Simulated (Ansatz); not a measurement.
# C2H3BF2: one species, many methods

One table from this session's results is given with a row withheld; the runs are named, their logs left out.

The runs use Ansatz 0.2.0, Gaussian basis; functionals in def2-TZVPP, the program's frozen cores in correlated methods.

Levels to be run: LDA (SPW92), PBE-D4, revPBE-D4, BLYP-D4, r2SCAN-D4, B97M-V, PBE0-D4, B3LYP-D4, r2SCANh-D4, r2SCAN0-D4, HSE06-D4, BHLYP-D4, CAM-B3LYP-D4, LC-ωPBE, ωB97X-V, ωB97M-V, B2PLYP, PBE-QIDH; CCSD(T)/def2-SVP; CCSD(T)/def2-TZVPP; MP2/def2-QZVPP; extrapolation to the limit; RPA on PBE.

### The geometry

All runs share one geometry, relaxed beforehand with PBE0-D4 in a triple-zeta def2 set.

SMILES `F[C@H]1B[C@@H]1F`, 8 atoms, charge 0, spin multiplicity 1.

Atoms are counted from 1 here; the program's logs count them from 0.

Bond lengths: F1–C2 1.364 Å, C2–B3 1.545 Å, C2–C4 1.469 Å, C2–H6 1.101 Å, B3–C4 1.545 Å, B3–H7 1.182 Å, C4–F5 1.364 Å, C4–H8 1.101 Å. Angles: F1–C2–B3 134.0°, F1–C2–C4 124.1°, F1–C2–H6 111.5°, B3–C2–C4 61.6°, B3–C2–H6 104.8°, C4–C2–H6 112.0°, C2–B3–C4 56.8°, C2–B3–H7 151.6°, C4–B3–H7 151.6°, C2–C4–B3 61.6°, C2–C4–F5 124.1°, C2–C4–H8 112.0°, B3–C4–F5 134.0°, B3–C4–H8 104.8°, F5–C4–H8 111.5°.

The first run:

in.yaml reads:

```yaml
crystal:
  periodic: [false, false, false]
  atoms:
    - {symbol: F, position_ang: [-1.133301, -0.415030, 1.583024]}
    - {symbol: C, position_ang: [-0.211338, 0.132561, 0.740796]}
    - {symbol: B, position_ang: [0.981289, -0.436523, -0.060362]}
    - {symbol: C, position_ang: [-0.309179, 0.093854, -0.724814]}
    - {symbol: F, position_ang: [-0.597995, 1.177512, -1.500365]}
    - {symbol: H, position_ang: [0.135592, 1.111770, 1.104425]}
    - {symbol: H, position_ang: [2.060991, -0.914735, -0.119832]}
    - {symbol: H, position_ang: [-0.833960, -0.806609, -1.078673]}
basis:
  gaussian: {orbitals: def2-TZVPP}
hamiltonian: {xc: lda}
output: {orbitals: {seedname: orbitals}}
```

On the command line:

```sh
$ ansatz run in.yaml --threads 2 --pin off --events-out ev --progress --plain --max-ram 4352MiB
```

Steps of the session up to this table: LDA; PBE-D4 (GGA); revPBE-D4 (GGA); BLYP-D4 (GGA); r2SCAN-D4 (meta-GGA); B97M-V (meta-GGA); PBE0-D4 (hybrid); B3LYP-D4 (hybrid); r2SCANh-D4 (hybrid); r2SCAN0-D4 (hybrid); HSE06-D4 (hybrid); BHLYP-D4 (hybrid); CAM-B3LYP-D4 (range-separated); LC-ωPBE (range-separated); ωB97X-V (range-separated); ωB97M-V (range-separated); B2PLYP (double hybrid); PBE-QIDH (double hybrid).

One table of the session follows, with a row left open; its other results are not shown here.

It belongs to the step «Frontier levels by functional». 

| functional | HOMO (eV) | LUMO (eV) | gap (eV) |
| --- | --- | --- | --- |
| LDA (SPW92) | -6.86 | -3.84 | 3.02 |
| PBE-D4 | -6.68 | -3.52 | 3.16 |
| revPBE-D4 | ? | ? | ? |
| BLYP-D4 | -6.59 | -3.37 | 3.23 |
| r2SCAN-D4 | -6.97 | -3.16 | 3.81 |
| B97M-V | -7.07 | -3.16 | 3.90 |
| PBE0-D4 | -8.11 | -2.49 | 5.62 |
| B3LYP-D4 | -7.90 | -2.72 | 5.18 |
| r2SCANh-D4 | -7.50 | -2.80 | 4.70 |
| r2SCAN0-D4 | -8.30 | -2.28 | 6.02 |
| HSE06-D4 | -7.70 | -2.88 | 4.82 |
| BHLYP-D4 | -9.46 | -1.39 | 8.07 |
| CAM-B3LYP-D4 | -9.57 | -1.36 | 8.21 |
| LC-ωPBE | -10.90 | -0.11 | 10.79 |
| ωB97X-V | -10.53 | -0.19 | 10.33 |
| ωB97M-V | -10.41 | -0.43 | 9.99 |

Estimate the missing values for revPBE-D4.

**Answer.** HOMO (eV): -6.61; LUMO (eV): -3.39; gap (eV): 3.22. In the column «HOMO (eV)» it lies between PBE-D4 (-6.68) and BLYP-D4 (-6.59).
